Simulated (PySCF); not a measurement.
# C6H8FNS: the cost of one run

Programs: PySCF 2.14.0, with routines of our own; each step states its level. All values are computed. Atoms count from 0.

### 1 The starting structure

17 atoms, charge 0, multiplicity 1; geometry from: GFN2-xTB.

### 2 Magnetic properties: GIAO PBE0/pcSseg-1

Job settings and geometry (Å):

```
{"job": {"kind": "mag", "xc": "PBE0", "basis": "pcSseg-1", "isotopologues": 0}, "charge": 0, "multiplicity": 1}
C      2.472599    -0.113451    -1.029655
S      1.988923    -1.196602     0.349671
C      0.438711    -0.579613     0.756781
C     -0.435739    -0.873536     1.751061
C     -1.382138     0.136890     1.301880
N     -2.509171     0.615820     1.577806
C     -0.436400     0.511438     0.151012
C     -1.044782     0.283922    -1.221409
F     -0.231937     0.764764    -2.223896
H      2.347680     0.923883    -0.738267
H      3.519454    -0.323004    -1.225327
H      1.877152    -0.339354    -1.907465
H     -0.420490    -1.574151     2.563110
H     -2.963672     0.205478     2.390795
H     -0.031090     1.523816     0.210562
H     -1.992316     0.826149    -1.293100
H     -1.203781    -0.780420    -1.423472
```

Level: GIAO PBE0/pcSseg-1 magnetisability, rotational g tensor and spin-rotation constants, non-relativistic, gas phase.

On the command line:

```console
$ OMP_NUM_THREADS=1 python excited_run.py task.json out
```

One launch serves the whole session: the jobs run in the order shown.

Q: Estimate the wall time and peak memory of this job on 1 thread of Intel Xeon Platinum 8488C, shared host.

About 65 s, with a peak of 1 GiB.
